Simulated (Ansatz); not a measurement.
Working through an atomisation energy of CH7GeN2, SMILES C[NH][GeH2][NH]

With the Ansatz DFT code, driven from Python.

Run as a notebook:

In [1]:
```python
from collections import Counter

import ansatz
from ase import Atoms
```

In [2]:
```python
def single_point(molecule, charge=0, unpaired=0):
    calc = (
        molecule.calculation()
        .basis(gaussian="6-31G*")
        .functional("PBE")
    )
    if charge:
        calc = calc.charge(charge)
    if unpaired:
        calc = calc.spin("collinear", total=unpaired)
    return calc.run(threads=1, backend="cpu").report["free_energy_ev"]
```

In [3]:
```python
atoms = Atoms(["C", "N", "Ge", "N", "H", "H", "H", "H", "H", "H", "H"], positions=[
    [-1.5079, -0.0477, 0.2038],
    [-0.5324, 0.4693, -0.7505],
    [1.142, 0.5626, 0.0807],
    [1.7137, -1.1522, 0.5388],
    [-1.5967, 0.6392, 1.0727],
    [-2.5018, -0.1125, -0.2867],
    [-1.221, -1.0638, 0.5541],
    [-0.4469, -0.2246, -1.5281],
    [2.1634, 1.199, -0.896],
    [1.0418, 1.4347, 1.3584],
    [1.7458, -1.704, -0.3473],
])
geometry = ansatz.Crystal.molecule_from_ase(atoms)
```

In [4]:
```python
unpaired = {"C": 2, "N": 3, "Ge": 2, "H": 1}
counts = Counter(site.symbol for site in geometry.cartesian_sites)
atom_energy = {s: single_point(ansatz.Crystal.molecule().atom(s, (0, 0, 0)), 0, unpaired[s]) for s in counts}
whole = single_point(geometry, 0, 1)
for s, e in atom_energy.items():
    print(f"{s:2s} x{counts[s]}  {e:14.5f} eV")
print(f"CH7GeN2: {whole:.5f} eV")
split = sum(counts[s] * e for s, e in atom_energy.items()) - whole
print(f"atomisation energy (no zero-point term): {split:.3f} eV, {split / sum(counts.values()):.3f} eV an atom")
```
```text
C  x1     -1028.12444 eV
N  x2     -1483.36869 eV
Ge x1    -56499.84710 eV
H  x7       -13.53580 eV
CH7GeN2: -60625.56270 eV
atomisation energy (no zero-point term): 36.103 eV, 3.282 eV an atom
```

36.103 eV from the electronic energies, without the zero-point term.

Notes:
- Total energies depend on the basis set; only differences at equal settings carry meaning.
- The geometry is a force-field or estimated start, not a minimum of this method, and the basis set is short of its limit. All parts are taken at fixed geometry, without zero-point energy.
- The species is open-shell (spin multiplicity 2).
- This functional overbinds, so such energies come out a few per cent too high (LDA far more).
- Finished in 4.3 s on 1 thread of Intel(R) Xeon(R) 6975P-C (Granite Rapids), on a shared host, peak memory 0.24 GiB.

(Lines on the test bed's own set-up are left out of the output.)
